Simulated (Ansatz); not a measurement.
# BiRu (zincblende): equation of state

Aim: the bulk modulus of BiRu (zincblende) from energies at several volumes around the relaxed one. This structure was made by substitution into a known type, so it needn't be the compound's stable form.

Program: Ansatz 0.2.0. Level of theory: DFT r²SCAN, scalar-relativistic, plane waves, PAW. These are calculated values, not measurements.

1 further run of the same task is left out (it didn't finish). Runs told in other sessions of the task aren't counted.

### Step 1. Starting point

Symmetry: F-43m, No. 216, cubic system. The conventional cell has a = 6.046 Å, b = 6.046 Å, c = 6.046 Å, α = 90.00°, β = 90.00°, γ = 90.00°. Around Ru (site symmetry -43m) lie 4 Bi at 2.62 Å. Bi (site symmetry -43m) is surrounded by 4 Ru at 2.62 Å.

Coordinates:

```
Ru Bi
1.0
     0.00000    3.02309    3.02309
     3.02309    0.00000    3.02309
     3.02309    3.02309    0.00000
Ru Bi
1 1
Direct
  0.00000 0.00000 0.00000
  0.25000 0.25000 0.25000
```

An earlier run at r²SCAN left this cell at 27.628 Å³/atom and 0.01 GPa (10×10×10 mesh).

Volume factors to run: 0.980, 1.020, 0.960, 1.040, 1.070.

### Step 2. At 0.980 of the relaxed volume

input.yaml reads:

```yaml
crystal:
  lattice:
    - [0.0, 3.0027995912, 3.0027995912]
    - [3.0027995912, 0.0, 3.0027995912]
    - [3.0027995912, 3.0027995912, 0.0]
  atoms:
    - { symbol: Ru, position: [0.0, 0.0, 0.0] }
    - { symbol: Bi, position: [0.25, 0.25, 0.25] }
basis:
  ecutwfc: 500
  ecutrho_ratio: 4
kpoints:
  mp_grid: { grid: [10, 10, 10] }
hamiltonian:
  xc: r2scan
scf:
  occupations: { method: gaussian, width: 0.05 }
output:
  forces: true
  stress: true
  eigenvalues: true
```

Command:

```sh
> ansatz run input.yaml --threads 2 --pin off --max-ram 2662MiB --backend cpu --events-out ev --progress --plain --runs-dir out
```

After this run come: At 1.020 of the relaxed volume; Volume × 0.960; Scaling the volume by 1.040; At 1.070 of the relaxed volume.

Before running it: what results should come out? Wanted: V0; B0; B0′; scatter of the fit.

**Answer**, as computed:

```
          quantity           value
                V0  27.629 Å³/atom
                B0          87 GPa
               B0′             4.9
scatter of the fit  0.002 meV/atom
```

The fitted minimum lies at 27.63 Å³/atom, and the bulk modulus is 87 GPa. One per cent of compression takes about 0.87 GPa. These are values at 0 K without zero-point motion. Spin–orbit coupling is left out, though the cell holds Bi; in elements this heavy it can shift levels and gaps by tenths of an eV.
